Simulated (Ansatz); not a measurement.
# BrClFHOSi, SMILES O[Si](F)(Cl)Br: harmonic frequencies at the relaxed geometry

With Ansatz 0.2.0, Python API.

At the Python prompt:
```pycon
>>> import ansatz as az
>>> from ase import Atoms
>>> import numpy as np
>>> atoms = Atoms(["O", "Si", "F", "Cl", "Br", "H"], positions=[
...     (-0.5833, 0.2841, 1.1477),
...     (0.1926, 0.0463, -0.2674),
...     (1.5417, -0.664, 0.0979),
...     (-0.8996, -1.2117, -1.3515),
...     (0.5426, 1.9264, -1.3543),
...     (-0.7519, -0.445, 1.6815),
... ])
>>> brclfhosi = az.Crystal.molecule_from_ase(atoms)
>>> calc = (
...     brclfhosi.calculation()
...     .basis(gaussian="def2-SVP")
...     .functional("hf")
... )
>>> symbols = [site.symbol for site in brclfhosi.cartesian_sites]
>>> start = np.array([site.position_ang for site in brclfhosi.cartesian_sites], dtype=float)
>>> summary = calc.relax(force_tolerance=0.003).run(threads=1).report

>>> end = np.array(summary["positions_ang"])
>>> print("final positions (A) and the move of each atom")
final positions (A) and the move of each atom
>>> for symbol, xyz, old in zip(symbols, end, start):
...     print(f"{symbol:2s} {xyz[0]:10.5f} {xyz[1]:10.5f} {xyz[2]:10.5f}   {np.linalg.norm(xyz - old):7.4f}")
...
O    -0.55001    0.31695    1.15151    0.0469
Si    0.18907    0.02187   -0.25144    0.0294
F     1.59626   -0.67635    0.00316    0.1100
Cl   -0.88756   -1.27137   -1.40378    0.0802
Br    0.52613    1.91993   -1.27694    0.0794
H    -0.83179   -0.37494    1.73138    0.1174
>>> # same settings at the minimum
>>> minimum = az.Crystal.molecule()
>>> for symbol, place in zip(symbols, end):
...     minimum = minimum.atom(symbol, place.tolist())
...
>>> vibrating = (
...     minimum.calculation()
...     .basis(gaussian="def2-SVP")
...     .functional("hf")
...     .phonons(temperatures=(100, 500, 100))
... )
>>> vib = vibrating.run(threads=1).report["vibrations"]
>>> sums = vib["harmonic_sums"]
>>> modes = [m["omega_inv_cm"] for m in sums["modes_at_gamma"] if m["rigid_motion"] == "no"]
>>> print("frequencies (1/cm):", " ".join(f"{w:.0f}" for w in modes))
frequencies (1/cm): 132 175 220 275 282 344 469 620 804 947 1044 4193
>>> print("imaginary modes:", sum(w < 0 for w in modes), " zero-point energy:", round(sums["zero_point_energy_ev"], 4), "eV")
imaginary modes: 0  zero-point energy: 0.5892 eV
>>> print("T (K)   F_vib (eV)   S_vib (meV/K)   C_vib (meV/K)")
T (K)   F_vib (eV)   S_vib (meV/K)   C_vib (meV/K)
>>> for row in zip(sums["temperatures_k"], sums["vibrational_free_energy_ev"], vib["entropy_ev_per_k"], vib["heat_capacity_ev_per_k"]):
...     print(f"{row[0]:6.1f} {row[1]:11.4f} {1000 * row[2]:13.4f} {1000 * row[3]:15.4f}")
...
 100.0      0.5863        0.1052          0.2292
 200.0      0.5637        0.3483          0.4758
 300.0      0.5174        0.5714          0.6242
 400.0      0.4504        0.7652          0.7207
 500.0      0.3653        0.9332          0.7835
```

The frequencies are harmonic and unscaled, in a modest basis. The result belongs to the one conformer reached from this start, and soft torsions count as harmonic oscillators. It ran for 93 s on 1 thread of Intel(R) Xeon(R) Platinum 8488C (Sapphire Rapids), on a shared host, peak memory 0.3 GiB.

(Lines on the test bed's own set-up are left out of the output.)
